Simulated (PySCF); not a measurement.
# InH2(CCH): geometry, NMR shifts and electronic excitations

Wanted: the NMR shifts and electronic excitations of InH2(CCH) (`[H][In]([H])[C]#C`), by calculation.

Computed with PySCF 2.14.0, with density-fitted response routines of our own, on a single molecule in the gas phase. Atoms count from 0, in the outputs and in this text.

### Step 1. The starting structure

6 atoms, charge 0, multiplicity 1; geometry from: GFN2-xTB. The atoms were then displaced at random by about 0.03 Å, so the start is not that level's minimum.

Bonds of the start (Å): In0–H1 1.64, In0–H2 1.84, In0–C3 2.04, C3–C4 1.29, C4–H5 1.03.

### Step 2. Geometry optimisation at PBE0-D3(BJ)/def2-SVP

What the job is given:

```
{"job": {"xc": "PBE0", "basis": "def2-SVP", "d3": "d3bj", "grid": 1, "maxiter": 40, "shake": 0.03, "kind": "geom"}, "charge": 0, "multiplicity": 1}
In     0.738830     1.097050     0.015350
H      2.380870     1.163250     0.023460
H     -0.227480     2.666280    -0.068610
C     -0.296500    -0.663630    -0.003240
C     -1.000820    -1.738980    -0.027720
H     -1.531780    -2.619990    -0.008510
```

Command:

```
> OMP_NUM_THREADS=1 python probes_run.py task.json out
```

One launch serves the whole session: the jobs run in the order shown.

Standard output:

```text
step   0  E = -267.86819563  max force = 0.127120
step   1  E = -267.88186455  max force = 0.033187
step   2  E = -267.88289096  max force = 0.002594
step   3  E = -267.88302099  max force = 0.003824
step   4  E = -267.88305836  max force = 0.001302
step   5  E = -267.88307169  max force = 0.001444
step   6  E = -267.88308147  max force = 0.000621
step   7  E = -267.88308530  max force = 0.000440
optimisation converged
```

Run time: 14 s. Hardware: 1 thread of Arm Neoverse V1, shared host; peak memory 0.28 GiB.

Relaxation path:

```tsv
step	energy from step 0 (eV)	largest force component (eV/Å)
0	0.0000	6.5368
1	-0.3720	1.7065
2	-0.3999	0.1334
3	-0.4034	0.1966
4	-0.4044	0.0670
5	-0.4048	0.0743
6	-0.4051	0.0319
7	-0.4052	0.0226
```

Distances of close pairs at the start and the end, largest changes first:

```tsv
bond	before (Å)	after (Å)	change (Å)
In0–H2	1.845	1.722	-0.123
In0–H1	1.643	1.722	+0.079
In0–C3	2.043	2.110	+0.068
C3–C4	1.286	1.221	-0.065
C4–H5	1.029	1.076	+0.047
```

The end geometry stands in the next job.

```tsv
at the end point	value
point group (found at 0.08 Å tolerance)	C2v
rotational constants (GHz, main isotopes)	106.5, 2.893, 2.816
dipole moment (D)	0.30
```

### Step 3. NMR shieldings: PBE0/def2-TZVP+pcSseg-1

What the job is given:

```
{"job": {"kind": "nmr", "xc": "PBE0", "basis": {"default": "pcSseg-1", "In": "def2-TZVP"}}, "charge": 0, "multiplicity": 1}
In     0.702430     1.179152    -0.010005
H      2.421686     1.086827     0.036310
H     -0.232584     2.624490    -0.059506
C     -0.349262    -0.650556    -0.007431
C     -0.967791    -1.703518    -0.011506
H     -1.511359    -2.632415    -0.017131
```

With the program's defaults for keys left out, this is: GIAO PBE0/pcSseg-1 In:def2-TZVP NMR shielding, scalar relativity only through core potentials, gas phase.

Standard output:

```text
coarse grid: 25864 points
cycle   1  E = -266.9791438656  dE = -3.171e+01  |g| = 2.071e+00  |ddm| = 4.605e+01
cycle   2  E = -265.0253407420  dE =  1.954e+00  |g| = 4.051e+00  |ddm| = 7.989e+00
cycle   3  E = -267.9256453791  dE = -2.900e+00  |g| = 2.720e-01  |ddm| = 3.993e+00
cycle   4  E = -267.8981632880  dE =  2.748e-02  |g| = 4.052e-01  |ddm| = 4.981e-01
cycle   5  E = -267.9396646428  dE = -4.150e-02  |g| = 1.682e-02  |ddm| = 3.232e-01
cycle   6  E = -267.9397251858  dE = -6.054e-05  |g| = 8.405e-03  |ddm| = 3.024e-02
cycle   7  E = -267.9397441360  dE = -1.895e-05  |g| = 1.857e-03  |ddm| = 8.733e-03
cycle   8  E = -267.9397450360  dE = -9.000e-07  |g| = 3.525e-04  |ddm| = 2.632e-03
final grid: 52576 points
cycle   9  E = -267.9397847462  dE =  2.449e-08  |g| = 4.949e-04  |ddm| = 9.305e-04
cycle  10  E = -267.9397845428  dE =  2.035e-07  |g| = 1.022e-03  |ddm| = 1.206e-03
cycle  11  E = -267.9397848045  dE = -2.618e-07  |g| = 1.286e-04  |ddm| = 7.782e-04
cycle  12  E = -267.9397848085  dE = -3.990e-09  |g| = 1.355e-05  |ddm| = 1.336e-04
cycle  13  E = -267.9397848086  dE = -2.979e-11  |g| = 1.006e-06  |ddm| = 1.373e-05
converged SCF energy = -267.9397848086

GIAO shielding tensors (ppm)
atom      isotropic    diamagn.    paramagn.     s11        s22        s33       span
  0 In         nan         nan         nan        nan        nan        nan        nan
  1 H       25.225      26.128      -0.903     17.970     19.531     38.175     20.205
  2 H       25.213      26.133      -0.920     17.951     19.535     38.152     20.201
  3 C       85.027     253.101    -168.074    -23.020     -9.145    287.245    310.266
  4 C       74.228     261.805    -187.577    -11.482     -2.838    237.005    248.486
  5 H       28.674      31.947      -3.273     23.693     24.128     38.202     14.509
```

Run time: 6 s. Hardware: 1 thread of Arm Neoverse V1, shared host; peak memory 0.39 GiB.

Shifts follow as δ = σ(reference) − σ, with reference shieldings (ppm) from runs at the same level and on the same kind of geometry: ¹H TMS 31.27, ¹³C TMS 184.4. The references are single molecules in the gas phase. Atoms listed in one row are averaged.

```tsv
atoms	environment	σ (ppm)	δ (ppm)
C4	carbon bonded to C, H	74.2	110.2
C3	carbon bonded to C, In	85.0	99.4
H1, H2	hydrogen on a In bonded to C	25.22	6.05
H5	hydrogen on a carbon bonded to C	28.67	2.59
```

Atoms past Kr carry core potentials, so their printed shieldings have no meaning and are left out of the table.

Charges from the same density, by scheme (e):

```tsv
atoms	Mulliken	ESP fit
In0	0.49	0.86
C3	-0.12	-0.28
C4	-0.27	-0.39
```

Mayer bond orders: In0–C3 0.88, C3–C4 2.52.

With diffuse functions Mulliken charges and Mayer bond orders lose their meaning; the other schemes are steadier.

Orbitals, density, ELF and potential are computed afterwards from the orbital file.

Frontier orbitals at PBE0/def2-TZVP+pcSseg-1, with the share of their density that lies nearest to each atom:

```tsv
orbital	energy (eV)	lies on
HOMO	-7.72	C3, C4 about 37 % each; H1, H2 about 10 % each
LUMO	-2.01	In0 51 %; H1, H2 about 15 % each; C3, C4 about 9 % each
```

ELF in a plane through or near 6 of the atoms.

Values, 10 rows by 14 columns:
```
0.00 0.00 0.00 0.00 0.00 0.00 0.00 0.00 0.00 0.00 0.00 0.00 0.00 0.00
0.00 0.00 0.00 0.01 0.18 0.05 0.00 0.00 0.00 0.00 0.00 0.00 0.00 0.00
0.00 0.00 0.01 0.94 1.00 0.98 0.10 0.00 0.03 0.03 0.00 0.00 0.00 0.00
0.00 0.00 0.11 0.99 1.00 0.87 0.22 0.23 0.45 0.53 0.18 0.03 0.00 0.00
0.00 0.00 0.02 0.48 0.29 0.64 0.24 0.83 0.79 0.66 0.91 0.97 0.14 0.00
0.00 0.00 0.01 0.26 0.31 0.16 0.41 0.77 0.41 0.38 0.99 0.99 0.37 0.00
0.00 0.00 0.07 0.92 0.91 0.28 0.22 0.63 0.69 0.71 0.51 0.40 0.01 0.00
0.00 0.00 0.06 1.00 1.00 0.98 0.15 0.05 0.22 0.27 0.07 0.00 0.00 0.00
0.00 0.00 0.00 0.39 0.94 0.72 0.02 0.00 0.00 0.00 0.00 0.00 0.00 0.00
0.00 0.00 0.00 0.00 0.00 0.00 0.00 0.00 0.00 0.00 0.00 0.00 0.00 0.00
```
The map spans 11.3 Å across and 8.3 Å up, centred on the molecule. Atoms in the plane (x, y in Å): In0 (-1.4, 0.0), H1 (-2.2, -1.5), H2 (-2.2, 1.5), C3 (0.7, 0.0), C4 (2.0, 0.0), H5 (3.0, 0.0).

log10 of the density (e/Å³) in the same plane.

Ten even steps from '0' (-4.0) to '9' (1.7):
```
0000000000000000000000000000
0000000111110000000000000000
0000011222221000000000000000
0000122333332111111000000000
0001123455443222222211000000
0001234566544333333322100000
0001234676654444444443211000
0001234566665555555554321000
0001234567886666777665432100
0001234568897679779777543100
0001234568897679779777543100
0001234567886666777665432100
0001234566665555555554321000
0001234676654444444443211000
0001234566544333333322100000
0001123455443222222211000000
0000122333332111111000000000
0000011222221000000000000000
0000000111110000000000000000
0000000000000000000000000000
```
The map spans 11.3 Å across and 8.3 Å up, centred on the molecule. Atoms in the plane (x, y in Å): In0 (-1.4, 0.0), H1 (-2.2, -1.5), H2 (-2.2, 1.5), C3 (0.7, 0.0), C4 (2.0, 0.0), H5 (3.0, 0.0).

On the surface of density 0.002 e/bohr³ the electrostatic potential runs, from the 1st to the 99th percentile, from -0.98 V near C4 to 3.03 V near In0.

### Step 4. Ultraviolet spectrum: B3LYP/def2-SVPD

What the job is given:

```
{"job": {"kind": "uv", "xc": "B3LYP", "basis": "def2-SVPD", "ip": true, "nstates": 10}, "charge": 0, "multiplicity": 1}
In     0.702430     1.179152    -0.010005
H      2.421686     1.086827     0.036310
H     -0.232584     2.624490    -0.059506
C     -0.349262    -0.650556    -0.007431
C     -0.967791    -1.703518    -0.011506
H     -1.511359    -2.632415    -0.017131
```

Method: TDDFT B3LYP/def2-SVPD, vertical, gas phase, core orbitals frozen in the response.

Standard output:

```text
coarse grid: 25864 points
cycle   1  E = -266.8267850657  dE = -2.015e+01  |g| = 2.154e+00  |ddm| = 2.089e+01
cycle   2  E = -250.3411822861  dE =  1.649e+01  |g| = 9.550e+00  |ddm| = 3.961e+01
cycle   3  E = -267.6518274918  dE = -1.731e+01  |g| = 1.242e+00  |ddm| = 4.063e+01
cycle   4  E = -267.7914984864  dE = -1.397e-01  |g| = 1.018e+00  |ddm| = 3.729e+00
cycle   5  E = -268.0528607852  dE = -2.614e-01  |g| = 1.298e-01  |ddm| = 1.981e+00
cycle   6  E = -268.0577793446  dE = -4.919e-03  |g| = 3.317e-02  |ddm| = 4.598e-01
cycle   7  E = -268.0580761891  dE = -2.968e-04  |g| = 1.061e-02  |ddm| = 6.579e-02
cycle   8  E = -268.0581198211  dE = -4.363e-05  |g| = 9.225e-04  |ddm| = 2.996e-02
cycle   9  E = -268.0581201231  dE = -3.020e-07  |g| = 1.629e-04  |ddm| = 4.048e-03
final grid: 52576 points
cycle  10  E = -268.0581581295  dE =  1.190e-08  |g| = 3.099e-04  |ddm| = 2.831e-03
cycle  11  E = -268.0581579961  dE =  1.334e-07  |g| = 7.750e-04  |ddm| = 2.451e-03
cycle  12  E = -268.0581581557  dE = -1.597e-07  |g| = 3.822e-05  |ddm| = 1.460e-03
cycle  13  E = -268.0581581562  dE = -4.373e-10  |g| = 5.797e-06  |ddm| = 1.093e-04
converged SCF energy = -268.0581581562

Static polarisability (au): isotropic 60.256, principal 42.216 55.868 82.684

Singlet excitations
state   eV       nm        f      main configurations
  1   4.1505    298.7   0.00000   H->L 0.99
  2   4.8434    256.0   0.06022   H-1->L 0.94
  3   5.1850    239.1   0.00000   H-2->L 0.99
  4   5.7601    215.2   0.01581   H-3->L 0.99
  5   6.5289    189.9   0.02695   H->L+1 0.90
  6   6.5353    189.7   0.00111   H-1->L+3 0.90
  7   6.7067    184.9   0.00418   H-1->L+1 0.96
  8   6.9099    179.4   0.08895   H->L+3 0.56, H-1->L+5 0.36
  9   7.0111    176.8   0.00026   H->L+2 0.90
 10   7.0609    175.6   0.00001   H->L+5 0.90

Triplet excitations (Tamm-Dancoff, eV): 3.9733 4.0823 4.8293 5.3223
Vertical ionisation energy (delta-SCF) = 9.8000 eV
Vertical electron affinity (delta-SCF) = 0.4518 eV
```

Run time: 21 s. Hardware: 1 thread of Arm Neoverse V1, shared host; peak memory 0.41 GiB.

The orbitals next to the gap, with their largest atomic shares:

```tsv
orbital	eV	atoms
HOMO−3	-9.12	In0 35 %, C3 30 %, H2 14 %
HOMO−2	-8.54	In0 34 %, H1 22 %, H2 21 %
HOMO−1	-7.82	C3 45 %, C4 44 %, In0 6 %
HOMO	-7.52	C4 37 %, C3 36 %, In0 10 %
LUMO	-2.31	In0 64 %, C3 13 %, H2 7 %
LUMO+1	-0.25	In0 44 %, H2 23 %, H1 22 %
LUMO+2	0.30	In0 82 %, C4 7 %, C3 5 %
```

With each of the 10 states as a Gaussian band of 0.4 eV half-width at 1/e, the curve within the window shown has maxima at 255 nm (ε 2,400), 213 nm (ε 690), 181 nm (ε 4,300) L/(mol cm). Beyond the last state computed it falls off for lack of states. The curve at chosen wavelengths:

```csv
nm,ε (L/mol/cm)
168,1042
175,3358
182,4219
190,2617
197,1244
204,708
211,679
218,657
226,588
233,803
240,1386
247,2066
254,2430
262,2232
269,1692
276,1093
283,616
290,310
298,126
305,52
312,20
319,7
326,3
334,1
341,0
348,0
```

Leading natural transition orbitals of singlet state 8: the hole lies on C3, C4 about 42 % each; the particle on C3 37 %; C4 27 %; H5 17 %.

Leading natural transition orbitals of singlet state 1: the hole lies on C3, C4 about 37 % each; H1, H2 about 9 % each; the particle on In0 50 %; H1, H2 about 13 % each; C3, C4 about 11 % each.

Further results of this job:

```tsv
property	computed
dipole moment (D)	0.27
polarisability (Å³)	8.93
HOMO–LUMO gap (eV)	5.22
−ε(HOMO) (eV)	7.52
```

### Step 5. Nuclear shieldings: KT2/def2-TZVP+pcSseg-1

What the job is given:

```
{"job": {"kind": "nmr", "xc": "KT2", "basis": {"default": "pcSseg-1", "In": "def2-TZVP"}, "pop": false}, "charge": 0, "multiplicity": 1}
In     0.702430     1.179152    -0.010005
H      2.421686     1.086827     0.036310
H     -0.232584     2.624490    -0.059506
C     -0.349262    -0.650556    -0.007431
C     -0.967791    -1.703518    -0.011506
H     -1.511359    -2.632415    -0.017131
```

Method: GIAO KT2/pcSseg-1 In:def2-TZVP NMR shielding, scalar relativity only through core potentials, gas phase.

Standard output:

```text
coarse grid: 25864 points
cycle   1  E = -269.3336477094  dE = -3.122e+01  |g| = 2.289e+00  |ddm| = 4.476e+01
cycle   2  E = -242.5958671649  dE =  2.674e+01  |g| = 1.037e+01  |ddm| = 1.962e+01
cycle   3  E = -270.0353132364  dE = -2.744e+01  |g| = 1.457e+00  |ddm| = 1.772e+01
cycle   4  E = -270.0213680379  dE =  1.395e-02  |g| = 1.486e+00  |ddm| = 2.309e+00
cycle   5  E = -270.5843362866  dE = -5.630e-01  |g| = 1.205e-01  |ddm| = 1.154e+00
cycle   6  E = -270.5878429537  dE = -3.507e-03  |g| = 7.118e-02  |ddm| = 2.738e-01
cycle   7  E = -270.5894509798  dE = -1.608e-03  |g| = 2.447e-02  |ddm| = 1.078e-01
cycle   8  E = -270.5896170463  dE = -1.661e-04  |g| = 7.122e-03  |ddm| = 2.737e-02
cycle   9  E = -270.5896299622  dE = -1.292e-05  |g| = 1.772e-03  |ddm| = 6.674e-03
cycle  10  E = -270.5896308356  dE = -8.735e-07  |g| = 2.517e-04  |ddm| = 1.537e-03
final grid: 52576 points
cycle  11  E = -270.5896926801  dE =  1.543e-07  |g| = 8.156e-04  |ddm| = 9.618e-04
cycle  12  E = -270.5896907985  dE =  1.882e-06  |g| = 2.754e-03  |ddm| = 2.620e-03
cycle  13  E = -270.5896928594  dE = -2.061e-06  |g| = 4.932e-05  |ddm| = 2.025e-03
cycle  14  E = -270.5896928599  dE = -5.426e-10  |g| = 9.844e-06  |ddm| = 7.994e-05
converged SCF energy = -270.5896928599

GIAO shielding tensors (ppm)
atom      isotropic    diamagn.    paramagn.     s11        s22        s33       span
  0 In         nan         nan         nan        nan        nan        nan        nan
  1 H       24.849      26.169      -1.321     17.608     19.285     37.653     20.045
  2 H       24.835      26.174      -1.338     17.587     19.289     37.630     20.042
  3 C       90.261     251.066    -160.805    -15.041      6.840    278.983    294.024
  4 C       82.531     260.199    -177.668      3.745     15.735    228.114    224.369
  5 H       28.205      32.553      -4.349     23.281     23.859     37.473     14.192
```

Run time: 6.1 s. Hardware: 1 thread of Arm Neoverse V1, shared host; peak memory 0.41 GiB.

Key values: δ C4 100.7, C3 93.0, H1 6.34, H5 2.97 ppm (means over like atoms).

### Step 6. Run by run: NMR shifts

Shifts (ppm), means over like atoms, with basis size and wall time:

```tsv
run	C4	C3	H1	H5	functions	time
PBE0/def2-TZVP+pcSseg-1	110.2	99.4	6.05	2.59	99	6 s
KT2/def2-TZVP+pcSseg-1	100.7	93.0	6.34	2.97	99	6.1 s
```

### Step 7. What came out

| quantity | value |
| --- | --- |
| point group | C2v |
| rotational constants (main isotopes) | 106.46, 2.89, 2.82 GHz |
| ¹³C shifts against TMS (PBE0/def2-TZVP+pcSseg-1) | 110.2, 99.4 ppm |
| ¹H shifts against TMS (PBE0/def2-TZVP+pcSseg-1, means over atoms taken as alike) | 6.05, 2.59 ppm |
| surface potential, 1st and 99th percentile | -0.98 V and 3.03 V |
| lowest singlet (B3LYP/def2-SVPD) | 4.15 eV (299 nm), f = 0.000 |
| brightest single state of those computed | state 8, 6.91 eV, f = 0.089 |
| lowest triplet | 3.97 eV |
| vertical ionisation energy (ΔSCF) | 9.80 eV |
| vertical electron affinity (ΔSCF) | 0.45 eV |
| range of the shift of C4 | 100.7 to 110.2 ppm |

What this shows: The start was shaken at random, so part of the energy gained undoes that. The optimisation took 7 steps and gained 0.405 eV; among the close pairs (by a distance rule), In0–H2 changed most, from 1.845 to 1.722 Å. At PBE0/def2-TZVP+pcSseg-1: Shielding is most anisotropic at C3 (span 310 ppm, paramagnetic term -168 ppm). At PBE0/def2-TZVP+pcSseg-1, counted by nearest atom on the grid, the HOMO lies on C3, C4 about 37 % each; H1, H2 about 10 % each, the LUMO on In0 51 %; H1, H2 about 15 % each. The first singlet state (HOMO→LUMO 0.99) lies at 4.15 eV and is dark; of the 10 states computed, the strongest absorption comes from state 8 at 6.91 eV. The lowest triplet lies 0.18 eV below the lowest singlet (triplets in Tamm-Dancoff, singlets in full TDDFT). Spin-orbit coupling, left out, mixes singlets and triplets in elements this heavy. The orbital energy would give 7.52 eV for ionisation, ΔSCF gives 9.80 eV. In ppm, C4 moves most: its shift spreads over 9.5 ppm, from 100.7 (KT2/def2-TZVP+pcSseg-1) to 110.2 (PBE0/def2-TZVP+pcSseg-1). Spin-orbit coupling is left out, which matters for shieldings and couplings at and beside the heavy atoms.
